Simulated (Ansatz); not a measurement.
# C2H7N2OSb: the cost of one run

Program: Ansatz 0.2.0. Level of theory: RKS PBE-D4/def2-SVP. These are calculated values, not measurements.

### 1 Starting point

Bond lengths: N1–Sb2 2.103 Å, Sb2–C3 2.148 Å, C3–N4 1.470 Å, C3–C5 1.510 Å, C5–O6 1.237 Å, N1–H7 1.078 Å, N1–H8 1.065 Å, Sb2–H9 1.749 Å, C3–H10 1.090 Å, N4–H11 1.081 Å, N4–H12 1.091 Å, C5–H13 1.056 Å. Angles (14 of 18 angles, heavy atoms first): N1–Sb2–C3 90.1°, Sb2–C3–N4 114.4°, Sb2–C3–C5 110.9°, N4–C3–C5 106.6°, C3–C5–O6 120.5°, N1–Sb2–H9 94.3°, C3–Sb2–H9 91.7°, Sb2–N1–H7 103.1°, Sb2–N1–H8 105.6°, Sb2–C3–H10 111.4°, N4–C3–H10 107.0°, C5–C3–H10 106.1°, C3–N4–H11 105.0°, C3–N4–H12 106.0°.

Coordinates:

```xyz
13

N    -1.7831   -0.8216   -1.3382
Sb   -1.4283    0.5861    0.1829
C     0.6410    0.0115    0.2352
N     0.8922   -1.2928    0.8654
C     1.4628    1.0244    0.9959
O     1.5370    2.1947    0.6031
H    -2.7490   -0.5317   -1.7202
H    -1.1094   -0.5708   -2.1234
H    -1.0895    1.8960   -0.9255
H     1.0662   -0.0323   -0.7675
H     0.3126   -1.9992    0.2876
H     0.3404   -1.2844    1.8061
H     1.9276    0.7854    1.9135
```

### 2 Relaxing end A

The input, input.yaml:

```yaml
crystal:
  periodic: [false, false, false]
  atoms:
    - { symbol: "N", position_ang: [-1.7831, -0.8216, -1.3382] }
    - { symbol: Sb, position_ang: [-1.4283, 0.5861, 0.1829] }
    - { symbol: C, position_ang: [0.641, 0.0115, 0.2352] }
    - { symbol: "N", position_ang: [0.8922, -1.2928, 0.8654] }
    - { symbol: C, position_ang: [1.4628, 1.0244, 0.9959] }
    - { symbol: O, position_ang: [1.537, 2.1947, 0.6031] }
    - { symbol: H, position_ang: [-2.749, -0.5317, -1.7202] }
    - { symbol: H, position_ang: [-1.1094, -0.5708, -2.1234] }
    - { symbol: H, position_ang: [-1.0895, 1.896, -0.9255] }
    - { symbol: H, position_ang: [1.0662, -0.0323, -0.7675] }
    - { symbol: H, position_ang: [0.3126, -1.9992, 0.2876] }
    - { symbol: H, position_ang: [0.3404, -1.2844, 1.8061] }
    - { symbol: H, position_ang: [1.9276, 0.7854, 1.9135] }
basis:
  gaussian: { orbitals: def2-SVP }
hamiltonian:
  xc: pbe
  dispersion: d4
relax:
  f_tol: 0.015
  max_steps: 40
```

Command:

```sh
$ ansatz run input.yaml --threads 2 --pin off --max-ram 3072MiB --backend cpu --events-out ev --progress --plain --runs-dir out
```

**Question.** How long does this run take on 2 threads of Arm Neoverse N1, shared host, and how much memory does it need?

About 2.1 min, with a peak of 0.18 GiB.
